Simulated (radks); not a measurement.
# Ni⁴⁺ in [Ar] 3d5.75 4p0.25: an all-electron calculation

An exercise on one series of results from a longer session: the logs are not shown, and one member is left open.

Method: Dirac Kohn-Sham, PBEsol, spin-unpolarised, spherical densities, finite nucleus; open shells fill j = l - 1/2 first. Code: radks (a radial shooting solver on a logarithmic mesh, Libxc functionals) version 1.

### Starting point

```
element            : nickel (Z = 28)
charge             : +4
electrons          : 24
configuration      : [Ar] 3d5.75 4p0.25
nuclear rms radius : 3.7757 fm
```

Set-up of the first run:

The run's settings:

```text
Z 28
configuration [Ar] 3d5.75 4p0.25
relativity Dirac
functional pbe_sol,pbe_sol
spin unpolarised
j_filling energy
nucleus finite rms 3.7757 fm
c 137.035999084
```

The run is started by

```sh
$ python run_ks.py task.json out
```

The same process makes all the runs of this session.

One of the session's tables, all rows but one given; the rest of the session is left out.

It belongs to the step «Radial structure». From the orbitals of this run (lengths in bohr):

| level | <r> | outermost maximum (interpolated) | 90 % within | nodes |
| --- | --- | --- | --- | --- |
| 1s1/2 | 0.05412 | 0.0354 | 0.0967 | 0 |
| 2s1/2 | 0.2449 | 0.205 | 0.380 | 1 |
| 2p1/2 | 0.2132 | 0.163 | 0.350 | 0 |
| 2p3/2 | 0.2164 | 0.166 | 0.354 | 0 |
| 3s1/2 | 0.7272 | 0.636 | 1.08 | 2 |
| 3p1/2 | 0.7490 | 0.636 | 1.15 | 1 |
| 3p3/2 | 0.7578 | 0.643 | 1.16 | 1 |
| 3d3/2 | 0.8281 | 0.602 | 1.37 | 0 |
| 3d5/2 | 0.8314 | 0.604 | 1.37 | 0 |
| 4p1/2 | ? | ? | ? | ? |
| 4p3/2 | 2.193 | 1.97 | 3.19 | 2 |

Q: Estimate the row for 4p1/2 from the others.

**Answer.** <r>: 2.175; outermost maximum (interpolated): 1.95; 90 % within: 3.17; nodes: 2. In the column «<r>» it lies between 3d5/2 (0.8314) and 4p3/2 (2.193).
